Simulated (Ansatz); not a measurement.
# Si (Imma silicon): the cost of one run

Computed with Ansatz 0.2.0 (DFT PBEsol, scalar-relativistic, plane waves, PAW, unless a step's input says otherwise).

### 1 Starting point

Symmetry: Imma, No. 74, orthorhombic system. Conventional cell: a = 4.520 Å, b = 4.850 Å, c = 2.575 Å, α = 90.00°, β = 90.00°, γ = 90.00°. Si (site symmetry mm2) is surrounded by 6 Si at 2.43 to 2.58 Å.

Coordinates:

```cif
data_structure
_symmetry_space_group_name_H-M 'Imma'
_symmetry_Int_Tables_number 74
_cell_length_a 4.5200
_cell_length_b 4.8500
_cell_length_c 2.5750
_cell_angle_alpha 90.000
_cell_angle_beta 90.000
_cell_angle_gamma 90.000
_cell_volume 56.45
loop_
_atom_site_label
_atom_site_type_symbol
_atom_site_symmetry_multiplicity
_atom_site_Wyckoff_symbol
_atom_site_fract_x
_atom_site_fract_y
_atom_site_fract_z
_atom_site_occupancy
Si1 Si 4 e 0.50000 0.25000 0.42500 1
```

### 2 Cell and atoms relaxed at 10 GPa

Contents of input.yaml:

```yaml
crystal:
  lattice:
    - [-2.425, 2.26, 1.2875]
    - [2.425, -2.26, 1.2875]
    - [2.425, 2.26, -1.2875]
  atoms:
    - { symbol: Si, position: [0.0, 0.0, 0.0] }
    - { symbol: Si, position: [0.85, 0.35, 0.5] }
scf:
  occupations: { method: gaussian, width: 0.03 }
output:
  forces: true
  stress: true
  eigenvalues: true
  write_density: true
  write_potential: true
  elf: true
  volumetric_format: npy
hamiltonian:
  xc: pbesol
basis:
  ecutwfc: 450
kpoints:
  mp_grid: { grid: [24, 24, 24] }
relax:
  f_tol: 0.001
  max_steps: 60
  cell: { stress_tol: 0.01, p_target: 10 }
```

Started as:

```bash
$ ansatz run input.yaml --threads 1 --pin off --max-ram 2867MiB --backend cpu --events-out ev --progress --plain --runs-dir out
```

What time and memory should one allow on 1 thread of Intel Xeon at 2.30GHz, shared host?

About 6.4 min, with a peak of 0.97 GiB.
